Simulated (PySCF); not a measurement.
# Pb2Cl8: forces at shaken geometries

How stiff is Pb2Cl8? Its atoms are displaced at random by several amounts. The structure is generated, not taken from experiment.

The runs use PySCF 2.14.0; PBE0, Pb def2-SVP with ECP60, Cl def2-SVP; scalar-relativistic core potentials, no spin–orbit coupling.

3 further runs of the same task are left out: 2 for a known fault of the program, 1 that didn't finish.

**1. The system as given**

10 atoms, charge 0, spin multiplicity 1.

Bond lengths: Pb1–Cl3 2.663 Å, Pb1–Cl4 2.663 Å, Pb1–Cl5 2.410 Å, Pb1–Cl6 2.426 Å, Pb1–Cl7 2.426 Å, Pb2–Cl3 2.663 Å, Pb2–Cl4 2.663 Å, Pb2–Cl8 2.410 Å, Pb2–Cl9 2.426 Å, Pb2–Cl10 2.426 Å. Angles: Cl3–Pb1–Cl4 76.5°, Cl3–Pb1–Cl5 99.1°, Cl3–Pb1–Cl6 144.9°, Cl3–Pb1–Cl7 82.8°, Cl4–Pb1–Cl5 99.1°, Cl4–Pb1–Cl6 82.8°, Cl4–Pb1–Cl7 144.9°, Cl5–Pb1–Cl6 112.0°, Cl5–Pb1–Cl7 112.0°, Cl6–Pb1–Cl7 99.4°, Cl3–Pb2–Cl4 76.5°, Cl3–Pb2–Cl8 99.1°, Cl3–Pb2–Cl9 144.9°, Cl3–Pb2–Cl10 82.8°, Cl4–Pb2–Cl8 99.1°, Cl4–Pb2–Cl9 82.8°, Cl4–Pb2–Cl10 144.9°, Cl8–Pb2–Cl9 112.0° and more.

As a file:

```xyz
10

Pb    0.0000   -0.0196    2.0877
Pb    0.0000   -0.0196   -2.0877
Cl    1.6478   -0.1515    0.0000
Cl   -1.6478   -0.1515    0.0000
Cl    0.0000    2.3670    2.4247
Cl   -1.8500   -1.0980    3.2289
Cl    1.8500   -1.0980    3.2289
Cl    0.0000    2.3670   -2.4247
Cl   -1.8500   -1.0980   -3.2289
Cl    1.8500   -1.0980   -3.2289
```

Formal oxidation states: Pb +4. An earlier session relaxed this geometry at PBE0, Pb def2-SVP with ECP60, Cl def2-SVP (singlet, point group C2v).

Its energy there is -4065.184238 Eh.

**2. Atoms moved at random, σ = 0.03 Å**

run.py (the lines that set the calculation)

```python
mol = gto.M(atom='''
Pb    -0.01055     0.01298     2.05908
Pb     0.01748    -0.01394    -2.09753
Cl     1.63278    -0.16900    -0.00278
Cl    -1.69899    -0.15649     0.01690
Cl    -0.00620     2.34055     2.44828
Cl    -1.84742    -1.07328     3.23250
Cl     1.90220    -1.08651     3.22498
Cl    -0.02423     2.36710    -2.42667
Cl    -1.83368    -1.09752    -3.20328
Cl     1.86861    -1.12388    -3.25148''',
    basis={'Pb': 'def2-SVP', 'Cl': 'def2-SVP'},
    ecp={'Pb': 'def2-SVP'},
    charge=0, spin=0)
mf = dft.RKS(mol, xc='PBE0')
mf.grids.atom_grid = (50, 194)
mf = mf.density_fit()  # fitting sets: Pb def2-universal-JKFIT, Cl def2-universal-JKFIT
mf.conv_tol = 1e-08; mf.max_cycle = 55
mf.kernel(dm0)  # dm0: the density of the relaxed state
```

Command:

```sh
$ OMP_NUM_THREADS=4 python run.py
```

**3. Atoms moved at random, σ = 0.15 Å**

run.py (the lines that set the calculation)

```python
mol = gto.M(atom='''
Pb     0.04367    -0.00123     2.10217
Pb    -0.07922    -0.14795    -1.82510
Cl     1.54370    -0.32797     0.44969
Cl    -1.72194    -0.34751    -0.12461
Cl     0.02949     2.49656     2.41436
Cl    -1.65814    -0.77755     3.18383
Cl     2.10804    -1.10856     3.11272
Cl     0.11608     2.39997    -2.79975
Cl    -2.01921    -1.22872    -3.23396
Cl     1.63753    -0.95703    -3.27935''',
    basis={'Pb': 'def2-SVP', 'Cl': 'def2-SVP'},
    ecp={'Pb': 'def2-SVP'},
    charge=0, spin=0)
mf = dft.RKS(mol, xc='PBE0')
mf.grids.atom_grid = (50, 194)
mf = mf.density_fit()  # fitting sets: Pb def2-universal-JKFIT, Cl def2-universal-JKFIT
mf.conv_tol = 1e-08; mf.max_cycle = 55
mf.kernel(dm0)  # dm0: the density of the relaxed state
```

**4. Atoms moved at random, σ = 0.03 Å**

run.py (the lines that set the calculation)

```python
mol = gto.M(atom='''
Pb     0.03868    -0.06141     2.09805
Pb    -0.00637    -0.00999    -2.11486
Cl     1.65888    -0.11571     0.06152
Cl    -1.59869    -0.10388     0.02804
Cl    -0.00136     2.38994     2.42959
Cl    -1.88608    -1.09783     3.24572
Cl     1.82894    -1.13473     3.20512
Cl    -0.01605     2.34099    -2.44912
Cl    -1.85461    -1.10755    -3.24757
Cl     1.83666    -1.09983    -3.25647''',
    basis={'Pb': 'def2-SVP', 'Cl': 'def2-SVP'},
    ecp={'Pb': 'def2-SVP'},
    charge=0, spin=0)
mf = dft.RKS(mol, xc='PBE0')
mf.grids.atom_grid = (50, 194)
mf = mf.density_fit()  # fitting sets: Pb def2-universal-JKFIT, Cl def2-universal-JKFIT
mf.conv_tol = 1e-08; mf.max_cycle = 55
mf.kernel(dm0)  # dm0: the density of the relaxed state
```

What does the calculation give? Wanted: for each run, σ; energy rise; harmonic estimate −½ F·u; largest force component.

As calculated:

| σ (Å) | energy rise (eV) | harmonic estimate −½ F·u (eV) | largest force component (eV/Å) |
| --- | --- | --- | --- |
| 0.03 | 0.062 | 0.065 | 1.15 |
| 0.15 | 2.887 | 3.245 | 4.56 |
| 0.03 | 0.097 | 0.106 | 1.09 |

Every displacement raises the energy. For a harmonic well the rise equals −½ F·u; the two differ by at most 12 % here (a move with σ = 0.15 Å), from anharmonicity, the grid and the small forces left at the relaxed point. The bases are small and lack diffuse functions. Spin–orbit coupling is left out.
